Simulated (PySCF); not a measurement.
# One shape, several levels: ZnSiH3ClO (SMILES [SiH3][O][Zn][Cl])

Wanted: a comparison of 6 runs (HF/STO-3G, HF/3-21G, HF/def2-SVP, B3LYP/6-31G*, PBE/def2-SVP) of ZnSiH3ClO. Input form: a Python script.

The results are computed with PySCF 2.14.0.

5 further runs of the same task are left out: 4 for a known fault of the program, 1 set aside as unsound or not needed.

## (1) Starting point

The species is ZnSiH3ClO (7 atoms), meant as a singlet with charge 0. SMILES: `[SiH3][O][Zn][Cl]`. Geometry: a GFN2-xTB relaxation, a rough one for these elements and not checked as a minimum.

Bond lengths: Si1–O2 1.617 Å, O2–Zn3 1.722 Å, Zn3–Cl4 2.054 Å, Si1–H5 1.467 Å, Si1–H6 1.467 Å, Si1–H7 1.463 Å. Angles: Si1–O2–Zn3 153.5°, O2–Zn3–Cl4 145.4°, O2–Si1–H5 109.1°, O2–Si1–H6 109.2°, O2–Si1–H7 102.1°, H5–Si1–H6 109.9°, H5–Si1–H7 113.1°, H6–Si1–H7 113.1°.

## (2) Energy and gradient at HF/STO-3G (run 1)

Input file calc.py:

```python
from pyscf import gto

mol = gto.M(
    atom='''
Si    -0.548870     1.075390     0.340020
O     -0.024110    -0.410250    -0.023270
Zn     1.123810    -1.528030    -0.654160
Cl     1.547850    -3.510390    -0.984350
H     -0.604970     1.879060    -0.886060
H      0.374630     1.691620     1.298830
H     -1.868340     0.802600     0.909000
''',
    max_memory=1860,
    verbose=4,
    basis='sto-3g',
)

mf = mol.RHF()
mf.conv_tol = 1e-10
mf.kernel()
if not mf.converged:
    mf = mf.newton().run(mf.mo_coeff, mf.mo_occ)

etot = mf.e_tot
print(f'total energy: {etot:.8f} hartree')
grad = mf.nuc_grad_method().kernel()
mf.analyze()
```

Launch:

```bash
$ OMP_NUM_THREADS=1 python calc.py
```

What it wrote:

```text
PySCF version 2.14.0

[... 97 lines left out ...]
Two-electron Coulomb Energy =         1530.591119372319326
[... 10 lines left out ...]
MO #8   energy= -20.1216595059464  occ= 2
[... 8 lines left out ...]
MO #17  energy= -4.02495101814021  occ= 2
[... 8 lines left out ...]
MO #26  energy= -0.552449242375631 occ= 2
[... 8 lines left out ...]
MO #35  energy= -0.330061299178127 occ= 2
[... 8 lines left out ...]
MO #44  energy= 0.719703938699941  occ= 0
[... 54 lines left out ...]
Dipole moment(X, Y, Z, Debye): -1.46795,  3.20984,  0.93285
```

Run time: 3.6 s. Hardware: 1 thread of Intel Xeon at 2.70GHz, shared host; peak memory 0.12 GiB.

## (3) Energy and forces at HF/3-21G (run 2)

Input file mol.xyz:

```xyz
7
ClH3OSiZn
Si    -0.548870     1.075390     0.340020
O     -0.024110    -0.410250    -0.023270
Zn     1.123810    -1.528030    -0.654160
Cl     1.547850    -3.510390    -0.984350
H     -0.604970     1.879060    -0.886060
H      0.374630     1.691620     1.298830
H     -1.868340     0.802600     0.909000
```

Input file calc.py:

```python
from pyscf import gto

mol = gto.Mole()
mol.atom = 'mol.xyz'
mol.charge = 0
mol.verbose = 3
mol.basis = '3-21g'
mol.max_memory = 1860
mol.build()

mf = mol.RHF()
mf.conv_tol = 1e-10
mf.kernel()
if not mf.converged:
    mf = mf.newton().run(mf.mo_coeff, mf.mo_occ)

energy = mf.e_tot
print('E(%s) = %.9f' % ('HF', energy))
grad = mf.nuc_grad_method().kernel()
mf.analyze()
```

Launch:

```bash
$ OMP_NUM_THREADS=1 python calc.py
```

What it wrote:

```text
converged SCF energy = -2589.99955182044
[... 19 lines left out ...]
MO #8   energy= -20.4153974209719  occ= 2
[... 11 lines left out ...]
MO #20  energy= -3.8428892399964   occ= 2
[... 11 lines left out ...]
MO #32  energy= -0.484681788792494 occ= 2
[... 11 lines left out ...]
MO #44  energy= 0.24886300102342   occ= 0
[... 11 lines left out ...]
MO #56  energy= 1.00667826365986   occ= 0
[... 11 lines left out ...]
MO #68  energy= 4.45907656919135   occ= 0
[... 8 lines left out ...]
Dipole moment(X, Y, Z, Debye):  1.51194,  3.71055, -0.49728
```

It took 3.9 s on 1 thread of Intel Xeon at 2.70GHz, shared host; peak memory 0.14 GiB.

Run 3 isn't shown in full; the table further down has it.

## (4) Energy and gradient at B3LYP/6-31G(d) (spherical functions) (run 4)

Input file job.py:

```python
import pyscf.grad
from pyscf import gto, dft

system = gto.M(
    atom='''
Si      -0.548870       1.075390       0.340020
O       -0.024110      -0.410250      -0.023270
Zn       1.123810      -1.528030      -0.654160
Cl       1.547850      -3.510390      -0.984350
H       -0.604970       1.879060      -0.886060
H        0.374630       1.691620       1.298830
H       -1.868340       0.802600       0.909000
''',
    spin=0,
    verbose=4,
    max_memory=1860,
    basis='6-31g*',
)

mf = dft.RKS(system)
mf.xc = 'b3lyp'
mf.conv_tol = 1e-10
mf.grids.level = 5
mf.kernel()
if not mf.converged:
    mf = mf.newton().run(mf.mo_coeff, mf.mo_occ)

e_final = mf.e_tot
print('E = %.10f Eh' % e_final)
grad = mf.Gradients().kernel()
dip = mf.dip_moment()
pop, q = mf.mulliken_pop()
```

Launch:

```bash
$ OMP_NUM_THREADS=1 python job.py
```

What it wrote:

```text
PySCF version 2.14.0

[... 77 lines left out ...]
converged SCF energy = -2605.92033560885
[... 15 lines left out ...]
Dipole moment(X, Y, Z, Debye):  1.12420,  2.11104, -0.41313
[... 98 lines left out ...]
charge of    6H =     -0.08533
```

Wall time 59 s (1 thread of Intel Xeon at 2.70GHz, shared host); peak memory 0.88 GiB.

Run 5 isn't shown in full; the table further down has it.

## (5) Energy and gradient at B3LYP/6-31G(d) (Cartesian functions) (run 6)

Input file geometry.xyz:

```xyz
7
ClH3OSiZn
Si    -0.548870     1.075390     0.340020
O     -0.024110    -0.410250    -0.023270
Zn     1.123810    -1.528030    -0.654160
Cl     1.547850    -3.510390    -0.984350
H     -0.604970     1.879060    -0.886060
H      0.374630     1.691620     1.298830
H     -1.868340     0.802600     0.909000
```

Input file job.py:

```python
import pyscf.grad
from pyscf import gto, dft

mol = gto.Mole()
mol.atom = 'geometry.xyz'
mol.cart = True
mol.verbose = 4
mol.basis = '6-31g*'
mol.max_memory = 1860
mol.build()

ks = dft.RKS(mol)
ks.xc = 'b3lyp'
ks.grids.level = 5
ks.conv_tol = 1e-10
ks.kernel()
if not ks.converged:
    ks = ks.newton().run(ks.mo_coeff, ks.mo_occ)

e_tot = ks.e_tot
print(f'total energy: {e_tot:.8f} hartree')
grad = ks.Gradients().kernel()
dip = ks.dip_moment()
pop, q = ks.mulliken_pop()
```

Launch:

```bash
$ OMP_NUM_THREADS=1 python job.py
```

What it wrote:

```text
PySCF version 2.14.0

[... 78 lines left out ...]
converged SCF energy = -2605.937699064
total energy: -2605.93769906 hartree
[... 14 lines left out ...]
Dipole moment(X, Y, Z, Debye):  1.10293,  2.17427, -0.39895
[... 106 lines left out ...]
charge of    6H =     -0.08353
```

Run time: 58 s. Hardware: 1 thread of Intel Xeon at 2.70GHz, shared host; peak memory 0.97 GiB.

## (6) Overview of the runs

```csv
run,level,integration grid,Cartesian functions,energy (Eh),dipole moment (D),HOMO energy (eV),LUMO energy (eV),wall time
1,HF/STO-3G,–,no,-2573.184034,3.65,-6.06,5.99,3.6 s
2,HF/3-21G,–,no,-2589.999552,4.04,-11.63,0.46,3.9 s
3,HF/def2-SVP,–,no,-2602.408008,3.07,-11.81,0.96,9.9 s
4,B3LYP/6-31G* (spherical functions),5,no,-2605.920336,2.43,-8.00,-2.25,59 s
5,PBE/def2-SVP,5,no,-2604.943727,2.04,-6.70,-2.61,55 s
6,B3LYP/6-31G* (Cartesian functions),5,yes,-2605.937699,2.47,-7.99,-2.22,58 s
```

## (7) Outcome

| quantity | value |
| --- | --- |
| run 6: total energy | -2605.93770 Eh |
| run 6: dipole moment | 2.47 D |
| run 6: HOMO energy | -7.99 eV |
| run 6: LUMO energy | -2.22 eV |
| run 6: HOMO–LUMO gap | 5.77 eV |
| run 6: largest force on an atom | 0.863 eV/Å |

What this shows: The dipole moment (its size) runs from 2.04 D (PBE/def2-SVP) to 4.04 D (HF/3-21G). The two ends differ in method and basis. The HOMO–LUMO gap runs from 4.08 eV (PBE/def2-SVP) to 12.76 eV (HF/def2-SVP). Exact exchange widens orbital gaps. Totals of different functionals can't be ranked against each other. In run 1 the basis is minimal, so the values are rough. All runs together took 3.1 min, the longest 59 s.
